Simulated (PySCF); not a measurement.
# PrH4: other functionals and bases at one geometry

An exercise on one series of results from a longer session: the logs are not shown, and one member is left open.

Method: several levels, as the steps say, no spin–orbit coupling; program: PySCF 2.14.0.

1 further run of the same task is left out (for a known fault of the program).

## Starting geometry

5 atoms, charge 0, spin multiplicity 1.

Bond lengths: Pr1–H2 1.968 Å, Pr1–H3 1.968 Å, Pr1–H4 1.968 Å, Pr1–H5 1.968 Å. Angles: H2–Pr1–H3 109.5°, H2–Pr1–H4 109.5°, H2–Pr1–H5 109.5°, H3–Pr1–H4 109.5°, H3–Pr1–H5 109.5°, H4–Pr1–H5 109.5°.

Geometry (Å):

```xyz
5

Pr    0.00000    0.00000    0.00000
H     1.13600    1.13600    1.13600
H    -1.13600   -1.13600    1.13600
H     1.13600   -1.13600   -1.13600
H    -1.13600    1.13600   -1.13600
```

Formal oxidation states: Pr +4. Each metal's 1 4f electrons lie in its core potential, so multiplicities, spins and levels count the valence alone. An earlier session relaxed this geometry at PBE0, Pr lcecp-2-SVP with ECP47, H def2-SVP (singlet, point group Td).

At PBE0 on the finer grid: E = -41.542168 Eh, frontier levels not given, since the 4f levels lie in the core, Mulliken charge on Pr1 +0.87 e, largest force component 0.000 eV/Å. 

Levels to run: B3LYP; BLYP; PBE0, TZVP. Hardware: 2 threads of Arm Neoverse V2, shared host.

The first run:

Input file run.py (the lines that set the calculation):

```python
mol = gto.M(atom='''
Pr     0.00000     0.00000     0.00000
H      1.13600     1.13600     1.13600
H     -1.13600    -1.13600     1.13600
H      1.13600    -1.13600    -1.13600
H     -1.13600     1.13600    -1.13600''',
    basis={'Pr': 'lcecp-2-SVP', 'H': 'def2-SVP'},
    ecp={'Pr': 'lcecp-2-SVP'},
    charge=0, spin=0)
mf = dft.RKS(mol, xc='B3LYP')
mf.grids.atom_grid = (75, 302)  # f atoms: unpruned, at least (60, 302)
mf = mf.density_fit()  # fitting sets: Pr AutoAux, H def2-universal-JKFIT
mf.conv_tol = 1e-08; mf.max_cycle = 55
mf.kernel(dm0)  # dm0: the density of the relaxed state
```

Command:

```console
OMP_NUM_THREADS=2 python run.py
```

Among the steps run: B3LYP; BLYP; PBE0, TZVP.

One of the session's tables, all rows but one given; the rest of the session is left out.

```
              level  charge on Pr1 (e)  largest force component (eV/Å)
PBE0 (relaxed here)               0.87                            0.00
              B3LYP                  ?                               ?
               BLYP               0.66                            0.14
         PBE0, TZVP               0.95                            0.05
```

Q: Estimate the row for B3LYP from the others.

**Answer.** charge on Pr1 (e): 0.81; largest force component (eV/Å): 0.07. In the column «charge on Pr1 (e)» it lies between BLYP (0.66) and PBE0 (relaxed here) (0.87).

The largest leftover force, 0.14 eV/Å with BLYP, stands at a geometry relaxed at another level. With 4f in the core, its levels are missing from HOMO and gap, and its count is fixed, so no charge can pass from the ligands into it. Total energies of different levels can't be compared.
